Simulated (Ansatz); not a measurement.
What does this script print? It uses Ansatz's Python interface.

Input file `c2h5fo2si.xyz`:
```text
11

O     1.14350   -1.61170   -0.30470
C     0.92410   -0.65620    0.47040
O     1.67400   -0.54930    1.55410
C    -0.00280    0.46190    0.40570
Si   -1.19320    0.39630   -1.07420
F    -2.19590    1.67210   -0.95230
H     2.34670   -1.31180    1.51220
H    -0.64190    0.42130    1.31580
H     0.47460    1.41720    0.45400
H    -0.43550    0.53590   -2.30420
H    -2.02830   -0.83270   -1.05630
```

Script `c2h5fo2si.py`:
```python
"""Geometry optimisation of C2H5FO2Si."""

import itertools

import ansatz
from ase.data import atomic_numbers, covalent_radii
import numpy as np

molecule = ansatz.Crystal.molecule_from_extxyz("c2h5fo2si.xyz")

calc = (
    molecule.calculation()
    .basis(gaussian="def2-SVP")
    .functional("hf")
)
symbols = [site.symbol for site in molecule.cartesian_sites]
start = np.array([site.position_ang for site in molecule.cartesian_sites], dtype=float)
def progress(event):
    if event["event"] == "relax_step":
        row = event["data"]
        print(f"step {row['step']:3d}  E = {row['lagrangian_ev']:.6f} eV  largest force component {row['allowed_force_max_ev_ang']:.4f} eV/A")


r = calc.relax(force_tolerance=0.01).session().plan().execute(on_event=progress).report
end = np.array(r["positions_ang"])

for key in ("converged", "free_energy_ev", "reference_energy_ev", "n_frozen", "n_occupied", "n_virtual"):
    print(f"{key:22s} {r[key]}")

# pairs closer than 1.2 times the sum of covalent radii, before or after
radius = [covalent_radii[atomic_numbers[s]] for s in symbols]
span = lambda where, i, j: np.linalg.norm(where[i] - where[j])
bonded = [(i, j) for i, j in itertools.combinations(range(len(symbols)), 2) if min(span(start, i, j), span(end, i, j)) < 1.2 * (radius[i] + radius[j])]
print("pair        before    after (A)")
for i, j in bonded:
    print(f"{symbols[i]}{i}-{symbols[j]}{j}".ljust(10), f"{span(start, i, j):8.4f} {span(end, i, j):8.4f}")
for first, second in list(itertools.combinations(bonded, 2)):
    shared = set(first) & set(second)
    if shared and symbols[(j := shared.pop())] != "H":
        i, k = sorted((set(first) | set(second)) - {j})
        u, v = end[i] - end[j], end[k] - end[j]
        angle = np.degrees(np.arccos(np.clip(u @ v / np.linalg.norm(u) / np.linalg.norm(v), -1, 1)))
        print(f"final angle {symbols[i]}{i}-{symbols[j]}{j}-{symbols[k]}{k}: {angle:.2f} deg")

charges = r["charge_distribution"]
dipole = np.array(charges["dipole_moment_e_ang"]) * 4.803205
print("dipole (D): {:.3f} {:.3f} {:.3f}, length {:.3f}".format(*dipole, np.linalg.norm(dipole)))
print("atom  Mulliken   Lowdin")
for symbol, m, l in zip(symbols, charges["mulliken_charges_e"], charges["lowdin_charges_e"]):
    print(f"{symbol:4s} {m:9.3f} {l:8.3f}")
```

`python c2h5fo2si.py` gives:
```text
step   1  E = -16774.961736 eV  largest force component 4.3784 eV/A
step   2  E = -16775.399372 eV  largest force component 2.1102 eV/A
step   3  E = -16775.442056 eV  largest force component 0.8504 eV/A
step   4  E = -16775.464015 eV  largest force component 0.5379 eV/A
step   5  E = -16775.474554 eV  largest force component 0.0897 eV/A
step   6  E = -16775.475442 eV  largest force component 0.0404 eV/A
step   7  E = -16775.475625 eV  largest force component 0.0253 eV/A
step   8  E = -16775.475677 eV  largest force component 0.0065 eV/A
converged              True
free_energy_ev         -16775.475676500657
reference_energy_ev    -16775.475676500657
n_frozen               0
n_occupied             [28, 28]
n_virtual              [85, 85]
pair        before    after (A)
O0-C1        1.2498   1.1869
C1-O2        1.3222   1.3200
C1-C3        1.4538   1.5004
O2-H6        1.0177   0.9505
C3-Si4       1.9004   1.8887
C3-H7        1.1128   1.0931
C3-H8        1.0690   1.0931
Si4-F5       1.6272   1.6174
Si4-H9       1.4514   1.4704
Si4-H10      1.4860   1.4703
final angle O0-C1-O2: 122.39 deg
final angle O0-C1-C3: 123.82 deg
final angle O2-C1-C3: 113.79 deg
final angle C1-O2-H6: 108.92 deg
final angle C1-C3-Si4: 111.84 deg
final angle C1-C3-H7: 108.84 deg
final angle C1-C3-H8: 108.88 deg
final angle Si4-C3-H7: 110.78 deg
final angle Si4-C3-H8: 110.82 deg
final angle C3-Si4-F5: 105.48 deg
final angle C3-Si4-H9: 111.93 deg
final angle C3-Si4-H10: 111.95 deg
final angle H7-C3-H8: 105.45 deg
final angle F5-Si4-H9: 107.40 deg
final angle F5-Si4-H10: 107.40 deg
final angle H9-Si4-H10: 112.23 deg
dipole (D): 1.443 -0.189 1.605, length 2.166
atom  Mulliken   Lowdin
O       -0.391   -0.026
C        0.434   -0.203
O       -0.312    0.178
C       -0.432   -0.138
Si       1.080    0.457
F       -0.487   -0.111
H        0.209   -0.009
H        0.103    0.033
H        0.102    0.033
H       -0.154   -0.107
H       -0.154   -0.107
```

Caveats:
- Total energies depend on the basis set; only differences at equal settings carry meaning.
- The end point is the stationary point reached from this start; no frequency run checks that it is a minimum, and the basis set is modest.
- The Löwdin charges here are taken after orthogonalising the functions within each atom; they differ from plain Löwdin charges, and their signs can be unphysical.
- Finished in 26 s on 1 thread of Arm Neoverse V2 (shared host), peak memory 0.31 GiB.
